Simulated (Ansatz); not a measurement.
Molecular dynamics of W$_{8}$C$_{9}$F$_{4}$

The input (input.yaml):

```yaml
accuracy: low
crystal:
  lattice:
    - [5.68964, 0.0, 0.0]
    - [-2.84482, 4.927373, 0.0]
    - [0.0, 0.0, 19.19109]
  atoms:
    - { symbol: W, position: [0.0, 0.0, 0.0521075] }
    - { symbol: C, position: [0.3333333, 0.1666667, 0.1249033] }
    - { symbol: W, position: [0.0, 0.0, 0.197699] }
    - { symbol: C, position: [0.3333333, 0.1666667, 0.2704948] }
    - { symbol: W, position: [0.0, 0.5, 0.0521075] }
    - { symbol: C, position: [0.3333333, 0.6666667, 0.1249033] }
    - { symbol: W, position: [0.0, 0.5, 0.197699] }
    - { symbol: C, position: [0.3333333, 0.6666667, 0.2704948] }
    - { symbol: W, position: [0.5, 0.0, 0.0521075] }
    - { symbol: C, position: [0.8333333, 0.1666667, 0.1249033] }
    - { symbol: W, position: [0.5, 0.0, 0.197699] }
    - { symbol: C, position: [0.8333333, 0.1666667, 0.2704948] }
    - { symbol: W, position: [0.5, 0.5, 0.0521075] }
    - { symbol: C, position: [0.8333333, 0.6666667, 0.1249033] }
    - { symbol: W, position: [0.5, 0.5, 0.197699] }
    - { symbol: C, position: [0.8333333, 0.6666667, 0.2704948] }
    - { symbol: C, position: [0.674359, 0.8487606, 0.5165239] }
    - { symbol: F, position: [0.4533501, 0.8476061, 0.493446] }
    - { symbol: F, position: [0.6754849, 0.6290842, 0.493446] }
    - { symbol: F, position: [0.8940077, 1.0695902, 0.493446] }
    - { symbol: F, position: [0.674359, 0.8487606, 0.5858269] }
basis:
  ecutwfc: 420.0
kpoints:
  mp_grid: { grid: [3, 3, 1] }
hamiltonian:
  xc: pbe
  dispersion: d3bj
  pseudopotentials: { kind: paw, azcp: { folder: soft_1 } }
scf:
  occupations: { method: fermi_dirac, width: 0.05 }
  lower_state_search: "off"
md:
  timestep: 1
  n_steps: 500
  ensemble: nve
  initial_velocities: zero
  seed: 997286
  initial_site_velocities:
    - { site: 16, velocity: [0.0, 0.0, -0.066223] }
    - { site: 17, velocity: [0.0, 0.0, -0.066223] }
    - { site: 18, velocity: [0.0, 0.0, -0.066223] }
    - { site: 19, velocity: [0.0, 0.0, -0.066223] }
    - { site: 20, velocity: [0.0, 0.0, -0.066223] }
  constraints: [{ sites: [0, 4, 8, 12] }]
```

Launched with:

```bash
$ ansatz run input.yaml --threads 4 --pin off --max-ram 10240MiB --backend cpu --events-out ev --progress --plain --runs-dir out
```

It starts from an unrelaxed structure (largest force component 6.17 eV/Å).

Output, in part (step lines):

```
md step     0: t =     0.00 fs  T =  9101.6 K  F+E_penalty+E_count = -88564.15719457 eV  E_kin = 20.000085 eV  conserved = -88544.15710936 eV  (13 SCF iters)
[... lines left out ...]
```

The steps, from the saved trajectory:

| time (fs) | T (K) | potential energy less start (eV) | conserved less start (meV/atom) |
| --- | --- | --- | --- |
| 0.0 | 9102 | 0.000 | 0.00 |
| 16.0 | 10151 | -2.316 | -0.48 |
| 32.0 | 10215 | -2.460 | -0.67 |
| 48.0 | 5858 | 7.122 | -0.21 |
| 64.0 | 1467 | 16.781 | 0.19 |
| 80.0 | 3931 | 11.354 | -0.35 |
| 96.0 | 4756 | 9.545 | -0.15 |
| 112.0 | 5035 | 8.929 | -0.29 |
| 128.0 | 7108 | 4.358 | -1.10 |
| 144.0 | 7581 | 3.314 | -1.28 |
| 160.0 | 7671 | 3.137 | -0.31 |
| 176.0 | 8108 | 2.166 | -0.87 |
| 192.0 | 7580 | 3.325 | -0.93 |
| 208.0 | 6954 | 4.710 | -0.40 |
| 224.0 | 6673 | 5.310 | -1.28 |
| 240.0 | 6461 | 5.790 | -0.58 |
| 256.0 | 4864 | 9.307 | -0.18 |
| 272.0 | 5997 | 6.820 | -0.14 |
| 288.0 | 5701 | 7.469 | -0.20 |
| 304.0 | 6363 | 6.013 | -0.23 |
| 320.0 | 7046 | 4.505 | -0.52 |
| 336.0 | 6741 | 5.186 | -0.05 |
| 352.0 | 7294 | 3.964 | -0.38 |
| 368.0 | 5562 | 7.772 | -0.27 |
| 384.0 | 6583 | 5.523 | -0.50 |
| 400.0 | 5261 | 8.436 | -0.13 |
| 416.0 | 5509 | 7.885 | -0.43 |
| 432.0 | 5875 | 7.080 | -0.46 |
| 448.0 | 6508 | 5.693 | -0.29 |
| 464.0 | 6763 | 5.135 | -0.24 |
| 480.0 | 6461 | 5.794 | -0.35 |
| 496.0 | 6842 | 4.954 | -0.53 |

The run went to its last step. The conserved energy stayed within 1.7 meV per atom of its start (net change -0.48 meV per atom), so there is no drift, though single steps change it by up to 23 meV in the whole system, a sign of fast motions only just resolved. A run of 0.5 ps of so small a system gives no equilibrium averages. Limits of this set-up: coarse k mesh, slab without dipole correction, low accuracy level.

Mean squared displacements from the first frame to the last: W 0.14 Å², C 9.87 Å², F 73.25 Å².

Last frame:

```xyz
21
Lattice="5.6896 0.0000 0.0000 -2.8448 4.9274 0.0000 0.0000 0.0000 19.1911" Properties=species:S:1:pos:R:3
W 0.000 0.000 1.000
C 1.457 0.780 2.484
W -0.068 0.158 4.310
C 1.408 0.863 5.460
W -1.422 2.464 1.000
C 0.062 3.300 2.328
W -1.460 2.466 4.424
C 0.050 3.339 5.537
W 2.845 0.000 1.000
C 4.579 1.049 2.498
W 2.774 -0.127 4.261
C 4.041 0.906 5.426
W 1.422 2.464 1.000
C 2.832 3.331 2.129
W 1.533 2.451 4.216
C 2.754 3.255 5.433
C 4.713 4.468 18.704
F 3.847 0.971 18.638
F 4.747 4.838 17.417
F -0.150 2.277 18.785
F -0.431 6.953 10.995
```

The run took 22 min on 4 threads of AMD EPYC 9R45 96-Core Processor (Zen 5) (shared host), peak memory 1.7 GiB.
